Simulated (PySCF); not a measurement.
**Cl⁺ (triplet) at other levels of theory**

Starting from one script, swap the method and compare what comes out for Cl⁺ (triplet).

Program: PySCF 2.14.0. Level of theory: each script names its method and basis. These are calculated values, not measurements.

3 further runs of the same task are left out: 3 that didn't finish.

## (1) The atom

Cl⁺ (triplet): 1 atom, charge 1, spin multiplicity 3.

## (2) The base run

input.py reads:

```python
from pyscf import gto, dft

mol = gto.M(
    atom='Cl 0 0 0',
    basis='jorge-dzp-dkh',
    charge=1,
    spin=2,
    verbose=3,
)
mf = dft.UKS(mol, xc='blyp')
mf = mf.sfx2c1e()
mf.kernel()
mf.dip_moment()
print('orbital energies (hartree):', [e[max(0, n-3):n+3].round(4) for e, n in zip(mf.mo_energy, mol.nelec)])
```

Run with:

```sh
python input.py
```

Its log is not repeated here.

In short: E(SCF) = -461.100600 Eh, ⟨S²⟩ = 2.002.

The triplet is typed in the script; nothing here shows that it is the ground state.

## (3) CCSD(T) (UHF)

Run 1 changes step after the SCF: none → ccsd(t); SCF type: UKS → UHF; functional: blyp → none (Hartree–Fock); frozen orbitals: none → 5.

input.py reads:

```python
from pyscf import gto, scf, cc

mol = gto.M(
    atom='Cl 0 0 0',
    basis='jorge-dzp-dkh',
    charge=1,
    spin=2,
    verbose=3,
)
mf = scf.UHF(mol)
mf = mf.sfx2c1e()
mf.kernel()
mycc = cc.CCSD(mf, frozen=5)
mycc.kernel()
mycc.ccsd_t()
mf.dip_moment()
print('orbital energies (hartree):', [e[max(0, n-3):n+3].round(4) for e, n in zip(mf.mo_energy, mol.nelec)])
```

Run with:

```sh
python input.py
```

## (4) Population analysis

Run 2 changes step after the SCF: none → analyze.

input.py, as its differences from that of step 2:

```diff
@@ -12,3 +12,3 @@
 mf.kernel()
-mf.dip_moment()
+mf.analyze()
 print('orbital energies (hartree):', [e[max(0, n-3):n+3].round(4) for e, n in zip(mf.mo_energy, mol.nelec)])
```

## (5) CASCI (ROHF)

Run 3 changes step after the SCF: none → casci; SCF type: UKS → ROHF; functional: blyp → none (Hartree–Fock); active space: none → 6 electrons in 8 orbitals.

input.py reads:

```python
from pyscf import gto, scf, mcscf

mol = gto.M(
    atom='Cl 0 0 0',
    basis='jorge-dzp-dkh',
    charge=1,
    spin=2,
    verbose=3,
)
mf = scf.ROHF(mol)
mf = mf.sfx2c1e()
mf.kernel()
mc = mcscf.CASCI(mf, 8, 6)
mc.kernel()
mc.analyze()
mf.dip_moment()
print('orbital energies (hartree):', mf.mo_energy[..., max(0, mol.nelec[1]-3):mol.nelec[0]+3].round(4))
```

## (6) CCSD(T) (UHF)

Run 4 changes step after the SCF: none → ccsd(t); SCF type: UKS → UHF; functional: blyp → none (Hartree–Fock).

input.py, as its differences from that of step 2:

```diff
@@ -1,2 +1,2 @@
-from pyscf import gto, dft
+from pyscf import gto, scf, cc
 
@@ -9,5 +9,8 @@
 )
-mf = dft.UKS(mol, xc='blyp')
+mf = scf.UHF(mol)
 mf = mf.sfx2c1e()
 mf.kernel()
+mycc = cc.CCSD(mf)
+mycc.kernel()
+mycc.ccsd_t()
 mf.dip_moment()
```

**Question.** What will these runs give? Wanted: for each run, E(SCF); from base; gap, α spin; after the SCF.

The runs gave:

| run | E(SCF) (hartree) | from base (eV) | gap, α spin (eV) | after the SCF |
| --- | --- | --- | --- | --- |
| base | -461.100600 | 0 | 19.73 | n/a |
| CCSD(T) (UHF) | -460.451555 | not comparable | 30.07 | CCSD(T) correlation -3.075 eV, core frozen |
| population analysis | -461.100600 | 0.0000 | 19.73 | n/a |
| CASCI (ROHF) | -460.446827 | not comparable | n/a | CASCI correlation -0.377 eV |
| CCSD(T) (UHF) | -460.451555 | not comparable | 30.07 | CCSD(T) correlation -4.445 eV |

What this shows: Total energies from different bases, Hamiltonians or methods carry different errors, so properties are taken as differences within one set-up.
